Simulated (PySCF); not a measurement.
# C5H5O2P: magnetic properties

Aim: compute the magnetic properties of C5H5O2P (`C#CC[P@@](=O)(O)C#C`).

Programs: PySCF 2.14.0, with routines of our own; each step states its level. All values are computed. Atoms count from 0.

## 1. The starting structure

13 atoms, charge 0, multiplicity 1; geometry from: GFN2-xTB.

## 2. Magnetic properties: GIAO PBE0/pcSseg-1

The job: settings as JSON, then the geometry in Å.

```
{"job": {"kind": "mag", "xc": "PBE0", "basis": "pcSseg-1", "isotopologues": 2}, "charge": 0, "multiplicity": 1}
C      2.065543     1.276518     0.133067
C      1.473762     0.407735    -0.440531
C      0.704083    -0.653043    -1.034874
P     -0.701125    -1.105810     0.076722
O     -1.476938    -2.270286    -0.325963
O     -0.041651    -1.318162     1.520366
C     -1.614947     0.417053     0.228196
C     -2.286210     1.410404     0.271807
H      2.611194     2.048158     0.587982
H      1.309501    -1.554149    -1.172828
H      0.297711    -0.350031    -2.001388
H      0.518734    -0.595250     1.810216
H     -2.864045     2.287349     0.329499
```

With the program's defaults for keys left out, this is: GIAO PBE0/pcSseg-1 magnetisability, rotational g tensor and spin-rotation constants, non-relativistic, gas phase.

Run with:

```sh
> OMP_NUM_THREADS=1 python excited_run.py task.json out
```

The driver reads the jobs from task.json and runs them one after another.

Output:

```text
coarse grid: 12328 points
cycle   1  E = -684.3600411996  dE =  1.578e+00  |g| = 1.107e+00  |ddm| = 3.843e+00
cycle   2  E = -683.7171475561  dE =  6.429e-01  |g| = 2.095e+00  |ddm| = 3.793e+00
cycle   3  E = -684.5685363650  dE = -8.514e-01  |g| = 3.457e-01  |ddm| = 3.080e+00
cycle   4  E = -684.5923054731  dE = -2.377e-02  |g| = 1.129e-01  |ddm| = 4.055e-01
cycle   5  E = -684.5938423976  dE = -1.537e-03  |g| = 6.108e-02  |ddm| = 1.093e-01
cycle   6  E = -684.5946615537  dE = -8.192e-04  |g| = 1.902e-02  |ddm| = 5.244e-02
cycle   7  E = -684.5947444408  dE = -8.289e-05  |g| = 5.287e-03  |ddm| = 1.798e-02
cycle   8  E = -684.5947502323  dE = -5.791e-06  |g| = 1.015e-03  |ddm| = 4.496e-03
final grid: 117248 points
cycle   9  E = -684.6666382787  dE = -2.418e-05  |g| = 1.051e-02  |ddm| = 4.061e-02
cycle  10  E = -684.6666042968  dE =  3.398e-05  |g| = 1.703e-02  |ddm| = 2.700e-02
cycle  11  E = -684.6666599468  dE = -5.565e-05  |g| = 2.311e-03  |ddm| = 1.813e-02
cycle  12  E = -684.6666609624  dE = -1.016e-06  |g| = 4.595e-04  |ddm| = 2.309e-03
cycle  13  E = -684.6666609935  dE = -3.112e-08  |g| = 2.421e-04  |ddm| = 4.509e-04
cycle  14  E = -684.6666610058  dE = -1.231e-08  |g| = 9.187e-05  |ddm| = 2.149e-04
cycle  15  E = -684.6666610076  dE = -1.831e-09  |g| = 1.561e-05  |ddm| = 7.604e-05
cycle  16  E = -684.6666610077  dE = -5.411e-11  |g| = 2.647e-06  |ddm| = 1.946e-05
converged SCF energy = -684.6666610077

Magnetisability tensor (1e-30 J/T^2)
    -1243.20       -9.99      -13.82
       -9.99    -1306.64      -21.15
      -13.82      -21.15    -1212.92
isotropic -1254.25   principal values   -1313.52  -1244.40  -1204.83
isotropic susceptibility -75.533 1e-6 cm^3/mol

Inertial axes            a          b          c
rot. const./GHz      2.2521     1.5650     1.1946
chi total           -76.223    -77.206    -73.170
chi diamagnetic    -618.071   -833.535  -1059.896
chi paramagnetic    541.848    756.329    986.727
quadrupole/D A       -9.530      8.350      1.180
g nuclear            0.5628     0.5418     0.5430
g electronic        -0.5733    -0.5561    -0.5538
g total             -0.0104    -0.0143    -0.0108

Spin-rotation constants (kHz, H = +C I.J)
atom  isotope        aa         bb         cc
  3    31P        2.893      2.655      1.978
  8     1H       -0.075     -0.153     -0.108
  9     1H       -0.258      0.058     -0.136
 10     1H       -0.259     -0.161      0.032
 11     1H       -0.046     -0.165     -0.096
 12     1H       -0.265      0.035     -0.140
  0    13C*       0.352      0.441      0.312
  1    13C*       0.332      0.472      0.319
  2    13C*       0.321      0.254      0.195
  4    17O*      -0.498     -0.257     -0.180
  5    17O*      -0.328     -0.182     -0.153
  6    13C*       0.819     -0.008      0.432
  7    13C*       0.769      0.108      0.419
* in the singly substituted isotopologue

Isotopologues: g along a, b, c
2H    at 8,9,10,11,12      -0.0097    -0.0132    -0.0101
13C   at 0                 -0.0104    -0.0141    -0.0107
```

Wall time 32 s (1 thread of Arm Neoverse V2, shared host); peak memory 0.96 GiB.

In short:

```tsv
quantity	value
magnetisability	-1254·10⁻³⁰ J/T²
molar susceptibility	-75.5·10⁻⁶ cm³/mol
rotational g (a, b, c)	-0.0104, -0.0143, -0.0108
```

The fields below are evaluated on a grid from the run's orbitals.

Frontier orbitals at PBE0/pcSseg-1, with the share of their density that lies nearest to each atom:

```tsv
orbital	energy (eV)	lies on
HOMO	-8.11	O4 35 %; C0 23 %; C1 15 %
LUMO	-0.53	C6, C7 about 26 % each; P3 12 %; H12 10 %
```

ELF in a plane through or near 5 of the atoms.

Ten even steps from ' ' (0.00) to '@' (1.00):
```
                                                        
                                                        
                              ......                    
                          ..--++****==..                
                          ::++%%%%%%%%++..              
                  --::    ::++%%--++%%**::              
                --##++....----==####**--                
                ..====::==--..##::==::                  
                    ..::++++..++..**==::::..            
            ..::====++--..::::++@@%%******==::..        
          ..--++####**++::    ++%%::::%%##**--..        
          ::==**%%%%%%##++    --**##%%%%##**--..        
          ..--**==::++##++..  ..++####******==..        
            ==%%%%--++**++..    --++****##%%##--        
          ..%%@@@@@@##==::      ..::::--**%%##--        
            %%@@@@@@**..                ::==::          
            ::##%%**..                                  
                                                        
                                                        
                                                        
```
The map spans 11.4 Å across and 10.1 Å up, centred on the molecule. Atoms in the plane (x, y in Å): C0 (-1.9, -1.5), P3 (0.6, 1.1), O4 (1.2, 2.4), C6 (1.7, -0.3), H8 (-2.3, -2.4).

On the surface of density 0.002 e/bohr³ the electrostatic potential runs, from the 1st to the 99th percentile, from -2.12 V near O4 to 2.32 V near H11.

## 3. Magnetic properties: GIAO OLYP/6-31G*

The job, as its differences from that of step 2:

```diff
@@ -1,2 +1,2 @@
-{"job": {"kind": "mag", "xc": "PBE0", "basis": "pcSseg-1", "isotopologues": 2}, "charge": 0, "multiplicity": 1}
+{"job": {"kind": "mag", "xc": "OLYP", "basis": "6-31G*"}, "charge": 0, "multiplicity": 1}
 C      2.065543     1.276518     0.133067
```

Method: GIAO OLYP/6-31G* magnetisability, rotational g tensor and spin-rotation constants, non-relativistic, gas phase.

Output:

```text
coarse grid: 12328 points
cycle   1  E = -684.8689338944  dE =  1.490e+00  |g| = 1.232e+00  |ddm| = 4.100e+00
cycle   2  E = -682.8567720377  dE =  2.012e+00  |g| = 3.113e+00  |ddm| = 4.930e+00
cycle   3  E = -685.0714959621  dE = -2.215e+00  |g| = 6.873e-01  |ddm| = 4.341e+00
cycle   4  E = -685.1830471591  dE = -1.116e-01  |g| = 2.160e-01  |ddm| = 9.604e-01
cycle   5  E = -685.1865933171  dE = -3.546e-03  |g| = 1.554e-01  |ddm| = 3.003e-01
cycle   6  E = -685.1916587376  dE = -5.065e-03  |g| = 5.250e-02  |ddm| = 1.617e-01
cycle   7  E = -685.1923142406  dE = -6.555e-04  |g| = 1.937e-02  |ddm| = 5.126e-02
cycle   8  E = -685.1923911603  dE = -7.692e-05  |g| = 6.018e-03  |ddm| = 1.872e-02
cycle   9  E = -685.1923971467  dE = -5.986e-06  |g| = 4.078e-03  |ddm| = 7.561e-03
cycle  10  E = -685.1924009822  dE = -3.836e-06  |g| = 1.114e-03  |ddm| = 4.137e-03
final grid: 117248 points
cycle  11  E = -685.0936932968  dE = -1.904e-05  |g| = 1.973e-02  |ddm| = 5.748e-02
cycle  12  E = -685.0933415719  dE =  3.517e-04  |g| = 4.442e-02  |ddm| = 6.776e-02
cycle  13  E = -685.0937724503  dE = -4.309e-04  |g| = 6.770e-03  |ddm| = 5.037e-02
cycle  14  E = -685.0937823922  dE = -9.942e-06  |g| = 1.448e-03  |ddm| = 7.002e-03
cycle  15  E = -685.0937827036  dE = -3.114e-07  |g| = 7.071e-04  |ddm| = 1.651e-03
cycle  16  E = -685.0937828116  dE = -1.080e-07  |g| = 3.615e-04  |ddm| = 7.739e-04
cycle  17  E = -685.0937828431  dE = -3.149e-08  |g| = 2.893e-05  |ddm| = 3.264e-04
cycle  18  E = -685.0937828432  dE = -1.244e-10  |g| = 1.754e-05  |ddm| = 4.307e-05
converged SCF energy = -685.0937828432

Magnetisability tensor (1e-30 J/T^2)
    -1197.47      -11.73      -11.29
      -11.73    -1255.03      -20.10
      -11.29      -20.10    -1173.40
isotropic -1208.63   principal values   -1262.74  -1196.83  -1166.32
isotropic susceptibility -72.785 1e-6 cm^3/mol

Inertial axes            a          b          c
rot. const./GHz      2.2521     1.5650     1.1946
chi total           -73.492    -74.109    -70.755
chi diamagnetic    -615.646   -829.868  -1057.100
chi paramagnetic    542.154    755.758    986.345
quadrupole/D A       -8.616      7.154      1.462
g nuclear            0.5628     0.5418     0.5430
g electronic        -0.5736    -0.5556    -0.5536
g total             -0.0108    -0.0138    -0.0106

Spin-rotation constants (kHz, H = +C I.J)
atom  isotope        aa         bb         cc
  3    31P        2.666      2.442      1.816
  8     1H       -0.080     -0.162     -0.113
  9     1H       -0.271      0.057     -0.141
 10     1H       -0.270     -0.167      0.031
 11     1H       -0.047     -0.174     -0.106
 12     1H       -0.278      0.034     -0.147
  0    13C*       0.307      0.374      0.267
  1    13C*       0.296      0.404      0.276
  2    13C*       0.299      0.237      0.183
  4    17O*      -0.463     -0.232     -0.168
  5    17O*      -0.313     -0.184     -0.143
  6    13C*       0.710      0.003      0.375
  7    13C*       0.648      0.101      0.353
* in the singly substituted isotopologue
```

It took 24 s on 1 thread of Arm Neoverse V2, shared host; peak memory 0.5 GiB.

Key values:

```tsv
quantity	value
magnetisability	-1209·10⁻³⁰ J/T²
molar susceptibility	-72.8·10⁻⁶ cm³/mol
rotational g (a, b, c)	-0.0108, -0.0138, -0.0106
```

## 4. Magnetic properties side by side

```tsv
level	ξ (10⁻³⁰ J/T²)	g(a)	g(b)	gap (eV)	functions	time
GIAO PBE0/pcSseg-1	-1254	-0.0104	-0.0143	7.58	168	32 s
GIAO OLYP/6-31G*	-1209	-0.0108	-0.0138	5.43	126	24 s
```

## 5. What came out

| quantity | value |
| --- | --- |
| magnetisability (step 2, GIAO PBE0/pcSseg-1) | -1254·10⁻³⁰ J/T² |
| molar susceptibility (step 2, GIAO PBE0/pcSseg-1) | -75.5·10⁻⁶ cm³/mol |
| rotational g (a, b, c) (step 2, GIAO PBE0/pcSseg-1) | -0.0104, -0.0143, -0.0108 |
| surface potential, 1st and 99th percentile | -2.12 V and 2.32 V |
| magnetisability over the levels | -1254 to -1209·10⁻³⁰ J/T² |

In words: By nearest atom (PBE0/pcSseg-1), the HOMO sits on O4 35 %; C0 23 % and the LUMO on C6, C7 about 26 % each; P3 12 %. The magnetisability spreads by 3.7 % over 2 levels, from GIAO PBE0/pcSseg-1 (32 s) to GIAO OLYP/6-31G* (24 s); the runs took 24 s to 32 s. Two levels can agree by chance, so this spread shows no convergence. Vibrational averaging and real surroundings are missing from these values.
